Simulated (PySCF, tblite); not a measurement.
# C12H19N: geometry, infrared bands, NMR shifts and electronic excitations

Aim: predict the infrared bands, NMR shifts and electronic excitations of C12H19N (`CC(C)N(c1ccccc1)C(C)C`).

Programs: tblite 0.8.0 and PySCF 2.14.0, with density-fitted response routines of our own. Each step states its level of theory. These are calculated values for one molecule in the gas phase, unless marked as measured. Atoms count from 0, in the outputs and in this text.

## (1) Starting geometry

32 atoms, charge 0, multiplicity 1; geometry from: force field or distance geometry start.

Bonds of the start (Å): C0–C1 1.52, C1–C2 1.53, C1–N3 1.47, N3–C4 1.38, C4–C5 1.41, C5–C6 1.40, C6–C7 1.40, C7–C8 1.39, C8–C9 1.41, N3–C10 1.46, C10–C11 1.53, C10–C12 1.52, C9–C4 1.40, C0–H13 1.10, C0–H14 1.09, C0–H15 1.08, C1–H16 1.11, C2–H17 1.10, C2–H18 1.11, C2–H19 1.10, C5–H20 1.08, C6–H21 1.08, C7–H22 1.08, C8–H23 1.08, C9–H24 1.09, C10–H25 1.10, C11–H26 1.10, C11–H27 1.10, C11–H28 1.10, C12–H29 1.10 and more.

## (2) Relaxing the molecule with GFN2-xTB

Job settings and geometry (Å):

```
{"job": {"kind": "relax", "xc": "GFN2-xTB", "basis": "xTB"}, "charge": 0, "multiplicity": 1}
C     -1.914800    -2.023000    -0.132600
C     -0.934900    -1.309400     0.780200
C     -1.550600    -0.986900     2.146200
N     -0.391000    -0.093700     0.151200
C      0.968300    -0.101300    -0.107000
C      1.467500    -0.731300    -1.261000
C      2.844200    -0.746200    -1.530900
C      3.739800    -0.137300    -0.640700
C      3.256800     0.475000     0.506200
C      1.875200     0.492500     0.771900
C     -1.255000     1.022300    -0.238500
C     -0.897200     2.305100     0.511400
C     -1.242500     1.245600    -1.739600
H     -2.810600    -1.413600    -0.321600
H     -2.257500    -2.956400     0.314500
H     -1.468500    -2.245200    -1.088200
H     -0.113900    -2.021300     0.990500
H     -1.883000    -1.903900     2.651300
H     -2.436100    -0.331300     2.047200
H     -0.835300    -0.470500     2.798000
H      0.784100    -1.202900    -1.948200
H      3.211600    -1.236400    -2.422500
H      4.806400    -0.147800    -0.838300
H      3.934300     0.940600     1.200700
H      1.517600     0.973400     1.678000
H     -2.297600     0.787600     0.039900
H     -1.630000     3.094500     0.302300
H     -0.878100     2.142800     1.595800
H      0.087500     2.696400     0.209500
H     -0.255800     1.584100    -2.096400
H     -1.965300     2.006800    -2.033700
H     -1.491100     0.323400    -2.280600
```

The run is started by

```sh
> OMP_NUM_THREADS=2 python probes_run.py task.json out
```

This one command runs all jobs of the session in turn.

**Question.** This job is followed by: GFN2-xTB harmonic vibrations, gas phase; PBE0-D3(BJ)/def2-SVP geometry optimisation, gas phase; GIAO PBE0/pcSseg-1 NMR shielding, non-relativistic, gas phase; TDDFT B3LYP/def2-SVPD, vertical, gas phase, core orbitals frozen in the response; GIAO HF/pcSseg-1 NMR shielding, non-relativistic, gas phase. What will the session give for the following? strongest single infrared mode (GFN2-xTB); zero-point energy (GFN2-xTB); point group; rotational constants (main isotopes); 13C shifts against TMS (PBE0/pcSseg-1, means over atoms taken as alike); 1H shifts against TMS (PBE0/pcSseg-1, means over atoms taken as alike); 15N shifts against NH3 (PBE0/pcSseg-1); lowest singlet (B3LYP/def2-SVPD); brightest single state of those computed; lowest triplet; range of the shift of N3.

As calculated:

| quantity | value |
| --- | --- |
| strongest single infrared mode (GFN2-xTB) | 1607 cm⁻¹, 134 km/mol |
| zero-point energy (GFN2-xTB) | 176.2 kcal/mol |
| point group | C1 |
| rotational constants (main isotopes) | 1.16, 0.60, 0.48 GHz |
| 13C shifts against TMS (PBE0/pcSseg-1, means over atoms taken as alike) | 152.6, 134.3, 121.1, 119.9, 48.1, 21.6 ppm |
| 1H shifts against TMS (PBE0/pcSseg-1, means over atoms taken as alike) | 7.25, 6.80, 6.73, 3.46, 1.24 ppm |
| 15N shifts against NH3 (PBE0/pcSseg-1) | 103.2 ppm |
| lowest singlet (B3LYP/def2-SVPD) | 4.36 eV (284 nm), f = 0.023 |
| brightest single state of those computed | state 3, 4.96 eV, f = 0.207 |
| lowest triplet | 3.67 eV |
| range of the shift of N3 | 70.9 to 103.2 ppm |

**Reading.** The optimisation took 204 steps and gained 0.317 eV; among the close pairs (by a distance rule), C8–C9 changed most, from 1.407 to 1.380 Å (GFN2-xTB). All 90 modes are real, so the xTB geometry is a minimum. The strongest single mode, at 1607 cm⁻¹, has its largest shares on C6, C8, C9 and C5 (the list is cut at 4 atoms). GFN2-xTB is a fitted tight-binding method: band positions and strengths are rough. Its intensities can rank the bands wrongly. The start of the PBE0/def2-SVP relaxation was shaken at random by about 0.01 Å, so part of the energy gained, and of the first lengths quoted, undoes that. Over 15 steps the energy fell by 0.277 eV; of the close pairs, C12–H30 changed most, 1.061 to 1.101 Å (PBE0/def2-SVP). At PBE0/pcSseg-1: The largest span, 235 ppm, is at C6, C8, where the paramagnetic term is -203 ppm. NICS(1)zz of -25 ppm above the planar ring from C4 marks a diatropic (aromatic) ring current. The lowest singlet, at 4.36 eV, is HOMO→LUMO 0.94 and is weak; of the 10 states computed, the strongest absorption comes from state 3 at 4.96 eV. The lowest triplet lies 0.69 eV below the lowest singlet (triplets in Tamm-Dancoff, singlets in full TDDFT). Across the 2 runs the shift of N3 moves most, between 70.9 (HF/pcSseg-1) and 103.2 ppm (PBE0/pcSseg-1). These values are for one conformer; the search (at its own cheap level) found 2 more, at 0.02, 3.72 kcal/mol (those within 0.05 may be mirror or relabelled copies), and measured spectra average over such forms.
